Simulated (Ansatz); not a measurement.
# BGaH₅NO: basis-set convergence

An exercise on one series of results from a longer session: the logs are not shown, and one member is left open.

Computed with Ansatz 0.2.0, Gaussian basis. Level: one geometry, several basis sets.

The runs, in order: PBE0-D4/def2-SVP; ωB97M-V/def2-SVP; PBE0-D4/def2-QZVPP; ωB97M-V/def2-QZVPP; the functionals' def2-TZVPP values are taken from earlier runs.

### The geometry

The geometry comes from an earlier relaxation with PBE0-D4 in a triple-zeta def2 set; it is a stationary point, not always the lowest conformer.

SMILES `OB[NH][GaH2]`, 9 atoms, charge 0, spin multiplicity 1.

Atoms are counted from 1 here; the program's logs count them from 0.

Bond lengths: O1–B2 1.421 Å, O1–H5 0.956 Å, B2–N3 1.376 Å, B2–H6 1.196 Å, N3–Ga4 1.916 Å, N3–H7 1.002 Å, Ga4–H8 1.567 Å, Ga4–H9 1.567 Å. Angles: B2–O1–H5 120.4°, O1–B2–N3 107.6°, O1–B2–H6 120.8°, N3–B2–H6 131.5°, B2–N3–Ga4 100.3°, B2–N3–H7 125.5°, Ga4–N3–H7 134.2°, N3–Ga4–H8 117.1°, N3–Ga4–H9 117.1°, H8–Ga4–H9 124.5°.

Coordinates:

| atom | x (Å) | y (Å) | z (Å) |
| --- | --- | --- | --- |
| O1 | -0.74684 | 0.92761 | -0.30626 |
| B2 | 0.34239 | 0.92867 | 0.60663 |
| N3 | 0.87761 | -0.33895 | 0.61840 |
| Ga4 | -0.27244 | -1.20740 | -0.64403 |
| H5 | -1.25347 | 1.72406 | -0.45647 |
| H6 | 0.64348 | 1.92189 | 1.20100 |
| H7 | 1.65940 | -0.63594 | 1.17120 |
| H8 | -1.48575 | -2.01373 | -0.06776 |
| H9 | 0.23561 | -1.30621 | -2.12271 |

Set-up of the first run:

in.yaml

```yaml
crystal:
  periodic: [false, false, false]
  atoms:
    - {symbol: O, position_ang: [-0.746838, 0.927610, -0.306260]}
    - {symbol: B, position_ang: [0.342393, 0.928673, 0.606628]}
    - {symbol: N, position_ang: [0.877612, -0.338954, 0.618395]}
    - {symbol: Ga, position_ang: [-0.272439, -1.207404, -0.644027]}
    - {symbol: H, position_ang: [-1.253469, 1.724062, -0.456468]}
    - {symbol: H, position_ang: [0.643480, 1.921895, 1.200996]}
    - {symbol: H, position_ang: [1.659404, -0.635942, 1.171203]}
    - {symbol: H, position_ang: [-1.485750, -2.013733, -0.067756]}
    - {symbol: H, position_ang: [0.235607, -1.306208, -2.122710]}
basis:
  gaussian: {orbitals: def2-SVP}
hamiltonian: {xc: pbe0, dispersion: d4}
output: {orbitals: {seedname: orbitals}}
```

Launch:

```sh
$ ansatz run in.yaml --threads 2 --pin off --events-out ev --progress --plain --max-ram 4352MiB
```

Among the steps run: PBE0-D4 in def2-SVP; ωB97M-V in def2-SVP; PBE0-D4 in def2-QZVPP; ωB97M-V in def2-QZVPP.

One table of the session follows, with a row left open; its other results are not shown here.

It belongs to the step «Functionals by basis». 

```
functional       basis  HOMO (eV)
   PBE0-D4    def2-SVP      -7.21
   PBE0-D4  def2-TZVPP      -7.34
   PBE0-D4  def2-QZVPP      -7.37
   ωB97M-V    def2-SVP      -9.46
   ωB97M-V  def2-TZVPP          ?
   ωB97M-V  def2-QZVPP      -9.64
```

**Question.** Estimate the row for ωB97M-V, def2-TZVPP.

The run gave: HOMO (eV): -9.62. In the column «HOMO (eV)» it lies between ωB97M-V, def2-QZVPP (-9.64) and ωB97M-V, def2-SVP (-9.46).
